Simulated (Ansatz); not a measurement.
# C₂H₈OSSi: one species, many functionals

One table from this session's results is given with a row withheld; the runs are named, their logs left out.

Method: functionals in def2-TZVPP; program: Ansatz 0.2.0, Gaussian basis.

The runs, in order: LDA (SPW92), PBE-D4, revPBE-D4, BLYP-D4, r2SCAN-D4, B97M-V, PBE0-D4, B3LYP-D4, r2SCANh-D4, r2SCAN0-D4, HSE06-D4, BHLYP-D4.

### The geometry

All runs share one geometry, relaxed beforehand with PBE0-D4 in a triple-zeta def2 set.

SMILES `CO[SiH2]SC`, 13 atoms, charge 0, spin multiplicity 1.

Atoms are counted from 1 here; the program's logs count them from 0.

Bond lengths: C1–O2 1.411 Å, C1–H6 1.095 Å, C1–H7 1.096 Å, C1–H8 1.091 Å, O2–Si3 1.640 Å, Si3–S4 2.121 Å, Si3–H9 1.481 Å, Si3–H10 1.487 Å, S4–C5 1.818 Å, C5–H11 1.089 Å, C5–H12 1.090 Å, C5–H13 1.089 Å. Angles: O2–C1–H6 111.4°, O2–C1–H7 111.3°, O2–C1–H8 108.1°, H6–C1–H7 108.5°, H6–C1–H8 108.9°, H7–C1–H8 108.6°, C1–O2–Si3 123.0°, O2–Si3–S4 113.3°, O2–Si3–H9 104.2°, O2–Si3–H10 111.6°, S4–Si3–H9 111.0°, S4–Si3–H10 104.2°, H9–Si3–H10 112.7°, Si3–S4–C5 99.4°, S4–C5–H11 106.9°, S4–C5–H12 110.8°, S4–C5–H13 111.1°, H11–C5–H12 109.0° and more.

The first run:

The input, in.yaml:

```yaml
crystal:
  periodic: [false, false, false]
  atoms:
    - {symbol: C, position_ang: [-1.458353, 0.763288, 1.352323]}
    - {symbol: O, position_ang: [-0.544066, 1.242139, 0.390507]}
    - {symbol: Si, position_ang: [1.019759, 0.752975, 0.322092]}
    - {symbol: S, position_ang: [1.233627, -1.331128, -0.005787]}
    - {symbol: C, position_ang: [0.502588, -1.445439, -1.666706]}
    - {symbol: H, position_ang: [-1.550720, -0.326977, 1.306581]}
    - {symbol: H, position_ang: [-1.152305, 1.044275, 2.366343]}
    - {symbol: H, position_ang: [-2.432348, 1.209717, 1.146496]}
    - {symbol: H, position_ang: [1.594771, 1.527685, -0.801510]}
    - {symbol: H, position_ang: [1.726423, 0.994330, 1.607778]}
    - {symbol: H, position_ang: [0.556310, -2.491527, -1.965809]}
    - {symbol: H, position_ang: [1.064961, -0.842865, -2.379678]}
    - {symbol: H, position_ang: [-0.540147, -1.131174, -1.657830]}
basis:
  gaussian: {orbitals: def2-TZVPP}
hamiltonian: {xc: lda}
output: {orbitals: {seedname: orbitals}}
```

Command:

```
$ ansatz run in.yaml --threads 2 --pin off --events-out ev --progress --plain --max-ram 32768MiB --backend cpu
```

Among the steps run: LDA; PBE-D4 (GGA); revPBE-D4 (GGA); BLYP-D4 (GGA); r2SCAN-D4 (meta-GGA); B97M-V (meta-GGA); B3LYP-D4 (hybrid); r2SCANh-D4 (hybrid); r2SCAN0-D4 (hybrid); HSE06-D4 (hybrid); BHLYP-D4 (hybrid).

One table of the session follows, with a row left open; its other results are not shown here.

It belongs to the step «Frontier levels by functional». 

| functional | HOMO (eV) | gap (eV) |
| --- | --- | --- |
| LDA (SPW92) | -5.97 | 5.23 |
| PBE-D4 | -5.85 | 5.33 |
| revPBE-D4 | -5.80 | 5.38 |
| BLYP-D4 | -5.68 | 5.28 |
| r2SCAN-D4 | -6.10 | 5.93 |
| B97M-V | -6.24 | 5.90 |
| PBE0-D4 | -7.06 | 7.47 |
| B3LYP-D4 | -6.81 | 6.98 |
| r2SCANh-D4 | -6.55 | 6.71 |
| r2SCAN0-D4 | -7.23 | 7.86 |
| HSE06-D4 | ? | ? |
| BHLYP-D4 | -8.13 | 9.43 |

Estimate the missing values for HSE06-D4.

The run gave: HOMO (eV): -6.66; gap (eV): 6.69. In the column «HOMO (eV)» it lies between B3LYP-D4 (-6.81) and r2SCANh-D4 (-6.55).
